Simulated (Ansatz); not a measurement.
# C9H8: a ladder of functionals and wavefunction methods

How much do the methods differ for C9H8? The plan is to run it at one geometry with functionals of several rungs and with coupled cluster, and see how far each lands from CCSD(T) at the basis-set limit for the atomisation energy.

The runs use Ansatz 0.2.0, Gaussian basis; functionals in def2-TZVPP, the program's frozen cores in correlated methods.

Levels to be run: LDA (SPW92), PBE-D4, revPBE-D4, BLYP-D4, r2SCAN-D4, B97M-V, PBE0-D4, B3LYP-D4, r2SCANh-D4, r2SCAN0-D4, HSE06-D4, BHLYP-D4, CAM-B3LYP-D4, LC-ωPBE, ωB97X-V, ωB97M-V, B2PLYP, PBE-QIDH; CCSD(T)/def2-SVP; CCSD(T)/def2-TZVPP; MP2/def2-QZVPP; extrapolation to the limit; RPA on PBE.

## 1. Structure used throughout

All runs share one geometry, relaxed beforehand with PBE0-D4 in a triple-zeta def2 set.

SMILES `CC#Cc1ccccc1`, 17 atoms, charge 0, spin multiplicity 1.

Atoms are counted from 1 here; the program's logs count them from 0.

Bond lengths: C1–C2 1.449 Å, C1–H10 1.093 Å, C1–H11 1.093 Å, C1–H12 1.093 Å, C2–C3 1.205 Å, C3–C4 1.423 Å, C4–C5 1.398 Å, C4–C9 1.398 Å, C5–C6 1.384 Å, C5–H13 1.083 Å, C6–C7 1.388 Å, C6–H14 1.084 Å, C7–C8 1.388 Å, C7–H15 1.084 Å, C8–C9 1.384 Å, C8–H16 1.084 Å, C9–H17 1.083 Å. Angles: C2–C1–H10 111.0°, C2–C1–H11 111.0°, C2–C1–H12 111.0°, H10–C1–H11 107.9°, H10–C1–H12 108.0°, H11–C1–H12 107.8°, C1–C2–C3 179.9°, C2–C3–C4 179.9°, C3–C4–C5 120.6°, C3–C4–C9 120.5°, C5–C4–C9 118.9°, C4–C5–C6 120.4°, C4–C5–H13 119.1°, C6–C5–H13 120.5°, C5–C6–C7 120.3°, C5–C6–H14 119.6°, C7–C6–H14 120.1°, C6–C7–C8 119.7° and more.

## 2. LDA

This LDA is Slater exchange with PW92 correlation.

The input, in.yaml:

```yaml
crystal:
  periodic: [false, false, false]
  atoms:
    - {symbol: C, position_ang: [3.356059, -1.504055, -1.169655]}
    - {symbol: C, position_ang: [2.096704, -0.937840, -0.731196]}
    - {symbol: C, position_ang: [1.049000, -0.468245, -0.366463]}
    - {symbol: C, position_ang: [-0.188309, 0.085093, 0.066135]}
    - {symbol: C, position_ang: [-0.686624, 1.254733, -0.515196]}
    - {symbol: C, position_ang: [-1.890081, 1.789892, -0.090957]}
    - {symbol: C, position_ang: [-2.615535, 1.170368, 0.916805]}
    - {symbol: C, position_ang: [-2.129033, 0.008799, 1.499673]}
    - {symbol: C, position_ang: [-0.926331, -0.531992, 1.080462]}
    - {symbol: H, position_ang: [3.930007, -0.779106, -1.752057]}
    - {symbol: H, position_ang: [3.192946, -2.384819, -1.796675]}
    - {symbol: H, position_ang: [3.966730, -1.809640, -0.316137]}
    - {symbol: H, position_ang: [-0.117767, 1.735707, -1.301685]}
    - {symbol: H, position_ang: [-2.264756, 2.697449, -0.550366]}
    - {symbol: H, position_ang: [-3.557851, 1.591775, 1.247119]}
    - {symbol: H, position_ang: [-2.691038, -0.479991, 2.287287]}
    - {symbol: H, position_ang: [-0.543222, -1.438627, 1.532906]}
basis:
  gaussian: {orbitals: def2-TZVPP}
hamiltonian: {xc: lda}
output: {orbitals: {seedname: orbitals}}
```

The run is started by

```
$ ansatz run in.yaml --threads 2 --pin off --events-out ev --progress --plain --max-ram 32768MiB --backend cuda --devices 0, --max-vram 18GiB
```

Further steps of the session: PBE-D4 (GGA); revPBE-D4 (GGA); BLYP-D4 (GGA); r2SCAN-D4 (meta-GGA); B97M-V (meta-GGA); B3LYP-D4 (hybrid); r2SCANh-D4 (hybrid); r2SCAN0-D4 (hybrid); HSE06-D4 (hybrid); BHLYP-D4 (hybrid); CAM-B3LYP-D4 (range-separated); LC-ωPBE (range-separated); ωB97X-V (range-separated); ωB97M-V (range-separated); B2PLYP (double hybrid); PBE-QIDH (double hybrid); CCSD(T) in def2-SVP; CCSD(T) in def2-TZVPP; MP2 in def2-QZVPP; RPA on PBE orbitals.

Q: Predict the results of all the runs planned. Wanted: atomisation energy, CCSD(T)/CBS; farthest beyond LDA; mean size of error, GGA; mean size of error, meta-GGA; mean size of error, hybrid; mean size of error, range-separated; mean size of error, double hybrid; gap, smallest and largest; T1 diagnostic.

**Answer**, as computed:

| quantity | value |
| --- | --- |
| atomisation energy, CCSD(T)/CBS | 84.587 eV |
| functionals within 0.423 eV (0.5 %) | r2SCAN0-D4, ωB97X-V, B2PLYP |
| farthest beyond LDA | PBE-D4 (+3.552 eV) |
| mean size of error, GGA | 1.842 eV |
| mean size of error, meta-GGA | 0.846 eV |
| mean size of error, hybrid | 1.198 eV |
| mean size of error, range-separated | 0.452 eV |
| mean size of error, double hybrid | 0.497 eV |
| gap, smallest and largest | 3.91 eV (LDA (SPW92)), 10.19 eV (LC-ωPBE) |
| T1 diagnostic | 0.0107 |
| triples share of the correlation energy | 5.1 % |

**Reading.** The LDA atomisation energy is off by 13.463 eV (16 %): it overbinds. PBE-D4 misses by +3.552 eV. Double hybrids carry the basis error of their MP2 part in triple zeta, and no dispersion term here, so their miss is partly the set-up's. Taken by rung, range-separated functionals do best (0.452 eV on average) and GGA ones worst beyond LDA (1.842 eV). The gap between the best rungs is small, so their order is not settled. The reference freezes the cores and leaves out relativity and excitations past (T), so misses under about 0.423 eV can't be ranked. Hartree-Fock recovers 74 % of the binding; the rest is correlation. CCSD(T) in def2-SVP is off by -2.712 eV, more than most functionals: a good method in a small basis is no reference. Orbital gaps span 3.9 to 10.2 eV; exact exchange widens them. The restricted reference is unstable towards a spin-broken one.
